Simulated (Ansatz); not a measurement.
# AlBiS3: the cost of one run

Computed with Ansatz 0.2.0 (reference: DFT PBE, plane waves, PAW, scalar-relativistic, no spin polarisation, unless a step's input says otherwise).

### Step 1. The system as given

The structure is trigonal, space group R3c (No. 161). Conventional cell: a = 6.267 Å, b = 6.267 Å, c = 15.614 Å, α = 90.00°, β = 90.00°, γ = 120.00°. Bi (site symmetry 3) has 3 S at 2.63 Å as nearest neighbours. Around S (site symmetry 1) lie 2 Al at 2.16 to 2.33 Å and 1 Bi at 2.63 Å. Al (site symmetry 3) is surrounded by 6 S at 2.16 to 2.33 Å.

Structure file:

```cif
data_structure
_symmetry_space_group_name_H-M 'P 1'
_symmetry_Int_Tables_number 1
_cell_length_a 6.2666
_cell_length_b 6.2666
_cell_length_c 6.3386
_cell_angle_alpha 119.625
_cell_angle_beta 119.625
_cell_angle_gamma 60.000
_cell_volume 177.00
loop_
_atom_site_label
_atom_site_type_symbol
_atom_site_fract_x
_atom_site_fract_y
_atom_site_fract_z
_atom_site_occupancy
Bi1 Bi 0.00000 0.00000 0.00000 1
Bi2 Bi 0.50000 0.50000 0.50000 1
S1 S 0.49070 0.43540 0.87430 1
S2 S 0.94820 0.49070 0.87430 1
S3 S 0.43540 0.94820 0.87430 1
S4 S 0.44820 0.93540 0.37430 1
S5 S 0.93540 0.99070 0.37430 1
S6 S 0.99070 0.44820 0.37430 1
Al1 Al 0.22220 0.22220 0.66660 1
Al2 Al 0.72220 0.72220 0.16660 1
```

### Step 2. The reference run

Input file input.yaml:

```yaml
crystal:
  lattice:
    - [3.133314, 5.427053, 0.0]
    - [-3.133314, 5.427053, 0.0]
    - [0.0, -3.618035, 5.204586]
  atoms:
    - { symbol: Bi, position: [0.0, 0.0, 0.0] }
    - { symbol: Bi, position: [0.5, 0.5, 0.5] }
    - { symbol: S, position: [0.4907, 0.4354, 0.8743] }
    - { symbol: S, position: [0.9482, 0.4907, 0.8743] }
    - { symbol: S, position: [0.4354, 0.9482, 0.8743] }
    - { symbol: S, position: [0.4482, 0.9354, 0.3743] }
    - { symbol: S, position: [0.9354, 0.9907, 0.3743] }
    - { symbol: S, position: [0.9907, 0.4482, 0.3743] }
    - { symbol: Al, position: [0.2222, 0.2222, 0.6666] }
    - { symbol: Al, position: [0.7222, 0.7222, 0.1666] }
  symmetry: { tolerance: 0.0003 }
kpoints:
  mp_grid: { grid: [4, 4, 4], shift: [0, 0, 0] }
magnetization:
  spin_polarized: false
scf:
  occupations: { method: fermi_dirac }
hamiltonian:
  pseudopotentials: { kind: paw }
  xc: pbe
basis:
  ecutwfc: 420
output:
  forces: true
  stress: true
  eigenvalues: true
```

Command:

```
$ ansatz run input.yaml --threads 1 --pin off --max-ram 2560MiB --backend cpu --events-out ev --progress --plain --runs-dir out
```

Q: Estimate wall time and peak memory on 1 thread of Arm Neoverse N1, shared host.

About 15 s, with a peak of 0.4 GiB.
